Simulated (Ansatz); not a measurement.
# C3H5NSe: up Jacob's ladder to CCSD(T)

Aim: compute C3H5NSe with functionals from several rungs and with coupled cluster. The yardstick is the atomisation energy at the CCSD(T) limit.

The runs use Ansatz 0.2.0, Gaussian basis; functionals in def2-TZVPP, the program's frozen cores in correlated methods.

Levels to be run: LDA (SPW92), PBE-D4, revPBE-D4, BLYP-D4, r2SCAN-D4, B97M-V, PBE0-D4, B3LYP-D4, r2SCANh-D4, r2SCAN0-D4, HSE06-D4, BHLYP-D4, CAM-B3LYP-D4, LC-ωPBE, ωB97X-V, ωB97M-V, B2PLYP, PBE-QIDH; CCSD(T)/def2-SVP; CCSD(T)/def2-TZVPP; MP2/def2-QZVPP; extrapolation to the limit; RPA on PBE.

## Step 1: The geometry

The geometry comes from an earlier relaxation with PBE0-D4 in a triple-zeta def2 set; it is a stationary point, not always the lowest conformer.

SMILES `CC1N=C[Se]1`, 10 atoms, charge 0, spin multiplicity 1.

Atoms are counted from 1 here; the program's logs count them from 0.

Bond lengths: C1–C2 1.498 Å, C1–H6 1.091 Å, C1–H7 1.091 Å, C1–H8 1.094 Å, C2–N3 1.452 Å, C2–Se5 2.024 Å, C2–H9 1.092 Å, N3–C4 1.272 Å, C4–Se5 1.897 Å, C4–H10 1.087 Å. Angles: C2–C1–H6 111.1°, C2–C1–H7 110.9°, C2–C1–H8 108.9°, H6–C1–H7 109.0°, H6–C1–H8 108.6°, H7–C1–H8 108.5°, C1–C2–N3 114.9°, C1–C2–Se5 116.4°, C1–C2–H9 113.1°, N3–C2–Se5 92.1°, N3–C2–H9 110.8°, Se5–C2–H9 107.7°, C2–N3–C4 99.5°, N3–C4–Se5 104.4°, N3–C4–H10 126.5°, Se5–C4–H10 129.0°, C2–Se5–C4 64.0°.

As a file:

```mol
C3H5NSe
  3D, bonds by distance, orders not assigned

 10 10  0  0  0  0  0  0  0  0999 V2000
   -1.2146   -0.6688    0.0280 C   0  0
   -0.0751    0.1916    0.4822 C   0  0
    1.2437   -0.3674    0.2465 N   0  0
    1.7330    0.5523   -0.4828 C   0  0
    0.3306    1.8193   -0.6512 Se  0  0
   -2.1698   -0.1597    0.1668 H   0  0
   -1.1047   -0.9360   -1.0239 H   0  0
   -1.2210   -1.5889    0.6203 H   0  0
   -0.1753    0.5239    1.5173 H   0  0
    2.7363    0.5825   -0.9001 H   0  0
  1  2  8  0
  2  3  8  0
  3  4  8  0
  4  5  8  0
  1  6  8  0
  1  7  8  0
  1  8  8  0
  2  9  8  0
  4 10  8  0
  2  5  8  0
M  END
```

## Step 2: LDA

This LDA is Slater exchange with PW92 correlation.

Contents of in.yaml:

```yaml
crystal:
  periodic: [false, false, false]
  atoms:
    - {symbol: C, position_ang: [-1.214614, -0.668808, 0.027954]}
    - {symbol: C, position_ang: [-0.075110, 0.191594, 0.482181]}
    - {symbol: N, position_ang: [1.243687, -0.367359, 0.246464]}
    - {symbol: C, position_ang: [1.732979, 0.552288, -0.482844]}
    - {symbol: Se, position_ang: [0.330556, 1.819267, -0.651178]}
    - {symbol: H, position_ang: [-2.169790, -0.159658, 0.166761]}
    - {symbol: H, position_ang: [-1.104676, -0.936011, -1.023919]}
    - {symbol: H, position_ang: [-1.220987, -1.588890, 0.620270]}
    - {symbol: H, position_ang: [-0.175311, 0.523935, 1.517324]}
    - {symbol: H, position_ang: [2.736267, 0.582542, -0.900112]}
basis:
  gaussian: {orbitals: def2-TZVPP}
hamiltonian: {xc: lda}
output: {orbitals: {seedname: orbitals}}
```

Launch:

```
ansatz run in.yaml --threads 4 --pin off --events-out ev --progress --plain --max-ram 10444MiB
```

After this run come: PBE-D4 (GGA); revPBE-D4 (GGA); BLYP-D4 (GGA); r2SCAN-D4 (meta-GGA); B97M-V (meta-GGA); PBE0-D4 (hybrid); B3LYP-D4 (hybrid); r2SCANh-D4 (hybrid); r2SCAN0-D4 (hybrid); HSE06-D4 (hybrid); BHLYP-D4 (hybrid); CAM-B3LYP-D4 (range-separated); LC-ωPBE (range-separated); ωB97X-V (range-separated); ωB97M-V (range-separated); B2PLYP (double hybrid); PBE-QIDH (double hybrid); CCSD(T) in def2-SVP; CCSD(T) in def2-TZVPP; MP2 in def2-QZVPP; RPA on PBE orbitals.

Before running them: what should the planned runs give, taken together? Wanted: atomisation energy, CCSD(T)/CBS; farthest beyond LDA; mean size of error, GGA; mean size of error, meta-GGA; mean size of error, hybrid; mean size of error, range-separated; mean size of error, double hybrid; gap, smallest and largest; T1 diagnostic.

The runs gave:

| quantity | value |
| --- | --- |
| atomisation energy, CCSD(T)/CBS | 3898.5 kJ/mol |
| functionals within 39.0 kJ/mol (1.0 %) | BLYP-D4, r2SCAN-D4, B97M-V, B3LYP-D4, r2SCANh-D4, CAM-B3LYP-D4, LC-ωPBE, ωB97X-V, ωB97M-V, B2PLYP, PBE-QIDH |
| farthest beyond LDA | PBE-D4 (+158.1 kJ/mol) |
| mean size of error, GGA | 78.9 kJ/mol |
| mean size of error, meta-GGA | 9.3 kJ/mol |
| mean size of error, hybrid | 57.8 kJ/mol |
| mean size of error, range-separated | 7.9 kJ/mol |
| mean size of error, double hybrid | 23.0 kJ/mol |
| gap, smallest and largest | 3.62 eV (BLYP-D4), 10.60 eV (LC-ωPBE) |
| T1 diagnostic | 0.0125 |
| triples share of the correlation energy | 4.6 % |

What this shows: LDA overbinds by 671.9 kJ/mol (17 %). PBE-D4 is off by +158.1 kJ/mol. Double hybrids carry the basis error of their MP2 part in triple zeta, and no dispersion term here, so their miss is partly the set-up's. The rungs range-separated, meta-GGA, double hybrid miss on average by less than the doubt on the reference (39.0 kJ/mol), so they tie. The reference freezes the cores and leaves out relativity and excitations past (T), and its outer-core shells are covered unevenly, so misses under about 39.0 kJ/mol can't be ranked. All levels share the lack of spin-orbit coupling, which lowers the free heavy atoms and so the true binding. Hartree-Fock recovers 68 % of the binding; the rest is correlation. CCSD(T) in def2-SVP is off by -219.2 kJ/mol, worse than the median functional, from the basis alone. The gap grows from 3.6 to 10.6 eV across the functionals, mostly with the share of exact exchange. Correlated methods include outer-core shells of Se, which these sets cover unevenly.
